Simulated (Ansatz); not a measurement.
**Ta2W3: what a guessed cell relaxes into**

The task: take a trial cell of Ta2W3 to zero force and stress.

Method: DFT PBE, scalar-relativistic, plane waves, PAW, in Ansatz 0.2.0.

2 further runs of the same task are left out: 1 that didn't finish, 1 set aside as unsound or not needed.

## Step 1: The starting structure

It takes space group R-3m (No. 166, trigonal). Conventional cell: a = 2.892 Å, b = 2.892 Å, c = 35.418 Å, α = 90.00°, β = 90.00°, γ = 120.00°. Around Ta (site symmetry 3m) lie 6 W at 2.89 Å and 6 Ta at 2.89 Å. W (site symmetry 3m) is surrounded by 9 W at 2.89 Å and 3 Ta at 2.89 Å. Around W (site symmetry -3m) lie 6 Ta at 2.89 Å and 6 W at 2.89 Å.

Coordinates:

```
Ta W
1.0
     1.44592    0.83480   11.80589
    -1.44592    0.83480   11.80589
     0.00000   -1.66960   11.80589
Ta W
2 3
Direct
  0.40000 0.40000 0.40000
  0.60000 0.60000 0.60000
  0.20000 0.20000 0.20000
  0.80000 0.80000 0.80000
  0.00000 0.00000 0.00000
```

The start is an ordering of an alloy on its end members' structure types: elements ordered on the sites of the Li type, Ta/W on Li (R-3m, No. 166).

## Step 2: The guess as it stands, on a coarse mesh

Input file input.yaml:

```yaml
crystal:
  lattice:
    - [1.44592022, 0.83480243, 11.80588913]
    - [-1.44592022, 0.83480243, 11.80588913]
    - [0.0, -1.66960485, 11.80588913]
  atoms:
    - { symbol: Ta, position: [0.4, 0.4, 0.4] }
    - { symbol: Ta, position: [0.6, 0.6, 0.6] }
    - { symbol: W, position: [0.2, 0.2, 0.2] }
    - { symbol: W, position: [0.8, 0.8, 0.8] }
    - { symbol: W, position: [0.0, 0.0, 0.0] }
basis:
  ecutwfc: 420
kpoints:
  mp_grid: { grid: [6, 6, 6] }
hamiltonian:
  xc: pbe
scf:
  occupations: { method: gaussian, width: 0.1 }
  lower_state_search: "off"
output:
  forces: true
  stress: true
  eigenvalues: true
```

Run with:

```console
> ansatz run input.yaml --threads 1 --pin off --max-ram 2560MiB --backend cpu --events-out ev --progress --plain --runs-dir out
```

The session goes on with these runs: a loose first relaxation; final relaxation.

Before running it: what results should come out? Wanted: conventional cell; volume; energy over the elements; gap on the mesh.

**Answer**, as computed:

```
                              quantity                                                                        value
symmetry at the end (tolerance 0.05 Å)                                                   space group R-3m (No. 166)
                     conventional cell  a = 3.050 Å, b = 3.050 Å, c = 32.372 Å, α = 90.00°, β = 90.00°, γ = 120.00°
                                volume                                                                17.39 Å³/atom
              energy over the elements                                                                +0.33 eV/atom
                       gap on the mesh                                                                 none (metal)
```

What this shows: The space group R-3m (No. 166) is kept, and the volume per atom grows by 1.7 % from the first guess. With a positive formation energy it can't be a ground state. No finished test with a distortion of lower symmetry is shown, so the end may be a saddle point. Spin-orbit coupling is left out for Ta, W.
